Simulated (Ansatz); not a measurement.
Cd2S:

```
Cd S
1.0
     3.96267    0.00000    0.00000
    -1.98134    3.43177    0.00000
     0.00000    0.00000    5.80919
Cd S
2 1
Cartesian
  0.0000 2.2878 5.4183
  1.9813 1.1439 3.3620
  0.0000 2.2878 2.1245
```

The cell comes from a database or a generator and needn't be the stable form of this composition.

| Item | Value |
| --- | --- |
| Program | Ansatz 0.2.0 |
| Task | relaxation of cell and atoms |
| Functional | PBE0 |
| Potentials or basis | Ansatz PAW |
| Cutoff | 420 eV (not typed: the program's choice for these potentials) |
| k mesh | 4 × 4 × 2 |
| Occupations | fermi-dirac, width 0.05 eV |
| Spin | no spin polarisation |

At the start: volume 26.33 Å³/atom.

Q: Where does the relaxation end?

A: It ends after 5 steps and the volume is 25.82 Å³/atom (-1.9 %); space group P3m1 (No. 156, to 0.05 Å).

Step by step:
| step | energy change (eV) | largest force (eV/Å) | volume (Å³) |
| --- | --- | --- | --- |
| 1 | 0.0000 | 0.2403 | 79.00 |
| 2 | -0.0181 | 0.0957 | 76.89 |
| 3 | -0.0185 | 0.0367 | 77.57 |
| 4 | -0.0188 | 0.0090 | 77.47 |
| 5 | -0.0175 | 0.0089 | 77.47 |

Final structure:
```
Cd S
1.0
     3.96916    0.00000    0.00000
    -1.98458    3.43740    0.00000
     0.00000    0.00000    5.67833
Cd S
2 1
Direct
  0.33333 0.66667 0.93299
  0.66667 0.33333 0.57693
  0.33333 0.66667 0.36724
```

Caveat: the k mesh is coarse (spacing up to 0.54 Å⁻¹), so the values aren't converged, least of all with exact exchange; the plane-wave basis is chosen anew once the cell has moved, so the energies of steps on either side of that aren't comparable; the PAW data sets come from PBE, with cores solved anew for the run's functional, which leaves a small shift of forces and pressure.
